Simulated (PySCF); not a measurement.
# Towards the basis-set limit for CsF

One table from this session's results is given with a row withheld; the runs are named, their logs left out.

Method: CCSD(T) on RHF, spin-free X2C with a Gaussian nucleus; program: PySCF 2.14.0.

2 further runs of the same task are left out: 2 set aside as unsound or not needed.

Set-up of the first run:

```
molecule             : CsF
state                : singlet, unpaired electrons none
smaller basis        : Cs cc-pwCVDZ-X2C, F aug-cc-pVDZ-DK
larger basis         : Cs cc-pwCVTZ-X2C, F aug-cc-pVTZ-DK
frozen core orbitals : 24
extrapolation        : correlation as n⁻³ (n = 2, 3), Hartree–Fock as (n+1)·exp(−9√n)
corrections          : core–valence correlation
distances (Å)        : 2.0587, 2.1522, 2.2458, 2.3394, 2.4330, 2.5499, 2.6669
masses (u)           : 132.9054, 18.9984
dissociation limit   : Cs + F
```

Run with:

```bash
OMP_NUM_THREADS=4 python comp.py task.json out
```

Among the steps run: Coupled cluster at each distance.

One of the session's tables, all rows but one given; the rest of the session is left out.

Differences from the measured constants:

```
                 level  Re (mÅ)  ωe (%)
CCSD(T), smaller basis      +79    -6.0
 CCSD(T), larger basis      +30    -2.3
                HF/CBS      +59    -5.0
               MP2/CBS        ?       ?
              CCSD/CBS      +22    -1.4
           CCSD(T)/CBS      +19    -1.1
        CCSD(T)/CBS+CV      +18    -1.0
```

Estimate the missing values for MP2/CBS.

**Answer.** Re (mÅ): +18; ωe (%): -1.6.

An extrapolation from double and triple zeta is rough, so this isn't yet the limit.
